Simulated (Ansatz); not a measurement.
# As5S: the cost of one run

Program: Ansatz 0.2.0. Level of theory: DFT PBE, scalar-relativistic, plane waves, PAW. These are calculated values, not measurements.

### 1 The system as given

Symmetry: P-6m2, No. 187, hexagonal system. The conventional cell has a = 3.593 Å, b = 3.593 Å, c = 17.044 Å, α = 90.00°, β = 90.00°, γ = 120.00°. Around As (site symmetry 3m) lie 3 S at 3.25 Å and 9 As at 3.59 to 3.67 Å. Around As (site symmetry 3m) lie 12 As at 3.59 to 3.67 Å. As (site symmetry -6m2) is surrounded by 12 As at 3.59 to 3.65 Å. S (site symmetry -6m2) has 6 As at 3.25 Å and 6 S at 3.59 Å as nearest neighbours.

Coordinates:

```cif
data_structure
_symmetry_space_group_name_H-M 'P 1'
_symmetry_Int_Tables_number 1
_cell_length_a 3.5935
_cell_length_b 3.5935
_cell_length_c 17.0444
_cell_angle_alpha 90.000
_cell_angle_beta 90.000
_cell_angle_gamma 120.000
_cell_volume 190.61
loop_
_atom_site_label
_atom_site_type_symbol
_atom_site_fract_x
_atom_site_fract_y
_atom_site_fract_z
_atom_site_occupancy
As1 As 0.66667 0.33333 0.85337 1
As2 As 0.00000 0.00000 0.67605 1
As3 As 0.66667 0.33333 0.50000 1
As4 As 0.00000 0.00000 0.32395 1
As5 As 0.66667 0.33333 0.14663 1
S1 S 0.00000 0.00000 0.00000 1
```

Recipe of the guess: species swapped into a database cell of Ca5Mg (P-6m2, No. 187), with As on the Ca sites and S on the Mg sites. Its size is a rough estimate.

### 2 Probe: one point on a coarse mesh

Contents of input.yaml:

```yaml
crystal:
  lattice:
    - [3.59346482, 0.0, 0.0]
    - [-1.79673241, 3.11203182, 0.0]
    - [0.0, 0.0, 17.04440103]
  atoms:
    - { symbol: As, position: [0.66666667, 0.33333333, 0.85337043] }
    - { symbol: As, position: [0.0, 0.0, 0.67605358] }
    - { symbol: As, position: [0.66666667, 0.33333333, 0.5] }
    - { symbol: As, position: [0.0, 0.0, 0.32394642] }
    - { symbol: As, position: [0.66666667, 0.33333333, 0.14662957] }
    - { symbol: S, position: [0.0, 0.0, 0.0] }
basis:
  ecutwfc: 420
kpoints:
  mp_grid: { grid: [6, 6, 1] }
hamiltonian:
  xc: pbe
scf:
  occupations: { method: gaussian, width: 0.1 }
  lower_state_search: "off"
output:
  forces: true
  stress: true
  eigenvalues: true
```

On the command line:

```bash
ansatz run input.yaml --threads 1 --pin off --max-ram 2560MiB --backend cpu --events-out ev --progress --plain --runs-dir out
```

**Question.** How long does this run take on 1 thread of AMD EPYC (Zen 3), shared host, and how much memory does it need?

About 6 s, with a peak of 0.4 GiB.
